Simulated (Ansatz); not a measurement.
# ScIn3: response to strain

ScIn3 is deformed so: zz strain of +1 %. What stress and forces result, by LAPW, PAW and all-electron datasets made for the crystal?

Program: Ansatz 0.2.0. Level of theory: DFT PBEsol, scalar-relativistic. These are calculated values, not measurements.

**1. The structure to begin with**

The structure is cubic, space group Pm-3m (No. 221). Conventional cell: a = 4.460 Å, b = 4.460 Å, c = 4.460 Å, α = 90.00°, β = 90.00°, γ = 90.00°. Sc (site symmetry m-3m) is surrounded by 12 In at 3.15 Å. Around In (site symmetry 4/mmm) lie 4 Sc at 3.15 Å and 8 In at 3.15 Å.

As a file:

```cif
data_structure
_symmetry_space_group_name_H-M 'P 1'
_symmetry_Int_Tables_number 1
_cell_length_a 4.4600
_cell_length_b 4.4600
_cell_length_c 4.4600
_cell_angle_alpha 90.000
_cell_angle_beta 90.000
_cell_angle_gamma 90.000
_cell_volume 88.72
loop_
_atom_site_label
_atom_site_type_symbol
_atom_site_fract_x
_atom_site_fract_y
_atom_site_fract_z
_atom_site_occupancy
Sc1 Sc 0.00000 0.00000 0.00000 1
In1 In 0.00000 0.50000 0.50000 1
In2 In 0.50000 0.00000 0.50000 1
In3 In 0.50000 0.50000 0.00000 1
```

Atoms are numbered in the order of the input: Sc1, In2, In3, In4.

**2. After the deformation**

Space group Pm-3m before, P4/mmm after.

**3. LAPW, all electrons**

input.yaml reads:

```yaml
crystal:
  lattice:
    - [4.46, 0.0, 0.0]
    - [0.0, 4.46, 0.0]
    - [0.0, 0.0, 4.5046]
  atoms:
    - { symbol: Sc, position: [0.0, 0.0, 0.0] }
    - { symbol: In, position: [0.0, 0.5, 0.5] }
    - { symbol: In, position: [0.5, 0.0, 0.5] }
    - { symbol: In, position: [0.5, 0.5, 0.0] }
kpoints:
  mp_grid: { grid: [8, 8, 8] }
  band_path:
    path:
      - [0.0, 0.0, 0.0]
      - [0.0, 0.5, 0.0]
      - [0.5, 0.5, 0.0]
      - [0.0, 0.0, 0.0]
      - [0.0, 0.0, 0.5]
      - [0.0, 0.5, 0.5]
      - [0.5, 0.5, 0.5]
      - [0.0, 0.0, 0.5]
      - [0.0, 0.5, 0.0]
    npoints: 5
scf:
  occupations: { method: fermi_dirac, width: 0.08 }
hamiltonian:
  xc: pbesol
  pseudopotentials: { kind: all_electron, lapw: { basis_error: 0.001 } }
output:
  forces: true
  stress: true
  eigenvalues: true
```

Started as:

```bash
ansatz run input.yaml --threads 1 --pin off --max-ram 4096MiB --backend cpu --events-out ev --progress --plain --runs-dir out
```

**4. Frozen-core PAW**

input.yaml reads:

```yaml
crystal:
  lattice:
    - [4.46, 0.0, 0.0]
    - [0.0, 4.46, 0.0]
    - [0.0, 0.0, 4.5046]
  atoms:
    - { symbol: Sc, position: [0.0, 0.0, 0.0] }
    - { symbol: In, position: [0.0, 0.5, 0.5] }
    - { symbol: In, position: [0.5, 0.0, 0.5] }
    - { symbol: In, position: [0.5, 0.5, 0.0] }
kpoints:
  mp_grid: { grid: [8, 8, 8] }
scf:
  occupations: { method: fermi_dirac, width: 0.08 }
hamiltonian:
  xc: pbesol
  pseudopotentials: { kind: paw }
output:
  forces: true
  stress: true
  eigenvalues: true
  efg: { contact_densities: true }
```

**5. All-electron PAW on datasets made for the crystal**

Changes to input.yaml since step 4:

```diff
@@ -16,3 +16,3 @@
   xc: pbesol
-  pseudopotentials: { kind: paw }
+  pseudopotentials: { kind: all_electron, datasets: crystal }
 output:
```

(Steps that only read results are left out.)

What does the calculation give? Wanted: pressure; largest shear or deviatoric stress.

**Answer**, as computed:

| quantity | value |
| --- | --- |
| pressure | LAPW -0.90, PAW -0.91, crystal datasets -0.90 GPa |
| largest shear or deviatoric stress (LAPW) | 0.35 GPa |

In words: The largest part of the stress beyond the pressure is 0.35 GPa in size, in the zz component; the atoms are carried along and not relaxed. No run of the undeformed cell stands beside it, so the pressure holds what the given cell had before the change. PAW: stress within 0.01 GPa of LAPW. Crystal datasets: stress within 0.01 GPa of LAPW.
